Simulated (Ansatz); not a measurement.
**C6H16OSn: a ladder of functionals and wavefunction methods**

An exercise on one series of results from a longer session: the logs are not shown, and one member is left open.

Program: Ansatz 0.2.0, Gaussian basis. Level of theory: functionals in def2-TZVPP, the program's frozen cores in correlated methods. These are calculated values, not measurements.

The runs, in order: LDA (SPW92), PBE-D4, revPBE-D4, BLYP-D4, r2SCAN-D4, B97M-V, PBE0-D4, B3LYP-D4, r2SCANh-D4, r2SCAN0-D4, HSE06-D4, BHLYP-D4, CAM-B3LYP-D4, LC-ωPBE, ωB97X-V, ωB97M-V, B2PLYP, PBE-QIDH; CCSD(T)/def2-SVP; CCSD(T)/def2-TZVPP; MP2/def2-QZVPP; extrapolation to the limit; RPA on PBE.

### The geometry

The geometry comes from an earlier relaxation with PBE0-D4 in a triple-zeta def2 set; it is a stationary point, not always the lowest conformer. Sn takes the def2 core potential; no spin-orbit term is included.

SMILES `C[O][Sn]([CH3])([CH3])[CH](C)C`, 24 atoms, charge 0, spin multiplicity 1.

Atoms are counted from 1 here; the program's logs count them from 0.

Bond lengths: C1–O2 1.397 Å, C1–H9 1.101 Å, C1–H10 1.102 Å, C1–H11 1.096 Å, O2–Sn3 1.986 Å, Sn3–C4 2.132 Å, Sn3–C5 2.143 Å, Sn3–C6 2.163 Å, C4–H12 1.090 Å, C4–H13 1.091 Å, C4–H14 1.090 Å, C5–H15 1.091 Å, C5–H16 1.091 Å, C5–H17 1.091 Å, C6–C7 1.522 Å, C6–C8 1.521 Å, C6–H18 1.096 Å, C7–H19 1.097 Å and more. Angles: O2–C1–H9 112.9°, O2–C1–H10 112.9°, O2–C1–H11 108.9°, H9–C1–H10 107.4°, H9–C1–H11 107.2°, H10–C1–H11 107.2°, C1–O2–Sn3 119.6°, O2–Sn3–C4 102.1°, O2–Sn3–C5 106.9°, O2–Sn3–C6 106.3°, C4–Sn3–C5 113.8°, C4–Sn3–C6 113.7°, C5–Sn3–C6 112.9°, Sn3–C4–H12 109.4°, Sn3–C4–H13 110.9°, Sn3–C4–H14 109.6°, H12–C4–H13 109.0°, H12–C4–H14 108.8° and more.

Set-up of the first run:

in.yaml

```yaml
crystal:
  periodic: [false, false, false]
  atoms:
    - {symbol: C, position_ang: [1.487328, 1.853380, 1.710397]}
    - {symbol: O, position_ang: [1.795760, 0.663709, 1.045260]}
    - {symbol: Sn, position_ang: [0.643249, 0.048075, -0.450626]}
    - {symbol: C, position_ang: [1.594337, -1.770669, -1.029492]}
    - {symbol: C, position_ang: [0.704820, 1.573373, -1.954848]}
    - {symbol: C, position_ang: [-1.332879, -0.233001, 0.381617]}
    - {symbol: C, position_ang: [-2.300218, -0.758151, -0.669765]}
    - {symbol: C, position_ang: [-1.268533, -1.137845, 1.602632]}
    - {symbol: H, position_ang: [1.498499, 2.731014, 1.045647]}
    - {symbol: H, position_ang: [0.502425, 1.825493, 2.202894]}
    - {symbol: H, position_ang: [2.235467, 2.028159, 2.491352]}
    - {symbol: H, position_ang: [2.622498, -1.562268, -1.326139]}
    - {symbol: H, position_ang: [1.070415, -2.234547, -1.866164]}
    - {symbol: H, position_ang: [1.604445, -2.462647, -0.187208]}
    - {symbol: H, position_ang: [0.269039, 2.497790, -1.573873]}
    - {symbol: H, position_ang: [1.739112, 1.762208, -2.244385]}
    - {symbol: H, position_ang: [0.143443, 1.259690, -2.836506]}
    - {symbol: H, position_ang: [-1.658795, 0.765257, 0.694178]}
    - {symbol: H, position_ang: [-3.307235, -0.875294, -0.251792]}
    - {symbol: H, position_ang: [-2.381800, -0.089884, -1.531689]}
    - {symbol: H, position_ang: [-1.994654, -1.741768, -1.041252]}
    - {symbol: H, position_ang: [-0.577865, -0.758508, 2.359625]}
    - {symbol: H, position_ang: [-2.255975, -1.237537, 2.069115]}
    - {symbol: H, position_ang: [-0.938084, -2.146429, 1.334322]}
basis:
  gaussian: {orbitals: def2-TZVPP}
hamiltonian: {xc: lda}
output: {orbitals: {seedname: orbitals}}
```

Steps of the session up to this table: LDA; PBE-D4 (GGA); revPBE-D4 (GGA); BLYP-D4 (GGA); r2SCAN-D4 (meta-GGA); B97M-V (meta-GGA); PBE0-D4 (hybrid); B3LYP-D4 (hybrid); r2SCANh-D4 (hybrid); r2SCAN0-D4 (hybrid); HSE06-D4 (hybrid); BHLYP-D4 (hybrid); CAM-B3LYP-D4 (range-separated); LC-ωPBE (range-separated); ωB97X-V (range-separated); ωB97M-V (range-separated); B2PLYP (double hybrid); PBE-QIDH (double hybrid).

One table of the session follows, with a row left open; its other results are not shown here.

It belongs to the step «Orbital energies across the functionals». 

| functional | HOMO (eV) | LUMO (eV) | gap (eV) |
| --- | --- | --- | --- |
| LDA (SPW92) | ? | ? | ? |
| PBE-D4 | -5.38 | -0.50 | 4.88 |
| revPBE-D4 | -5.32 | -0.39 | 4.93 |
| BLYP-D4 | -5.29 | -0.48 | 4.81 |
| r2SCAN-D4 | -5.66 | -0.03 | 5.62 |
| B97M-V | -5.81 | -0.42 | 5.39 |
| PBE0-D4 | -6.77 | 0.33 | 7.10 |
| B3LYP-D4 | -6.56 | 0.02 | 6.58 |
| r2SCANh-D4 | -6.19 | 0.25 | 6.44 |
| r2SCAN0-D4 | -6.95 | 0.65 | 7.60 |
| HSE06-D4 | -6.37 | -0.04 | 6.34 |
| BHLYP-D4 | -7.99 | 0.98 | 8.96 |
| CAM-B3LYP-D4 | -8.12 | 1.13 | 9.25 |
| LC-ωPBE | -9.40 | 2.40 | 11.80 |
| ωB97X-V | -9.09 | 2.15 | 11.24 |
| ωB97M-V | -9.00 | 1.74 | 10.74 |

**Question.** Estimate the row for LDA (SPW92).

The run gave: HOMO (eV): -5.51; LUMO (eV): -0.71; gap (eV): 4.81. In the column «HOMO (eV)» it lies between r2SCAN-D4 (-5.66) and PBE-D4 (-5.38).
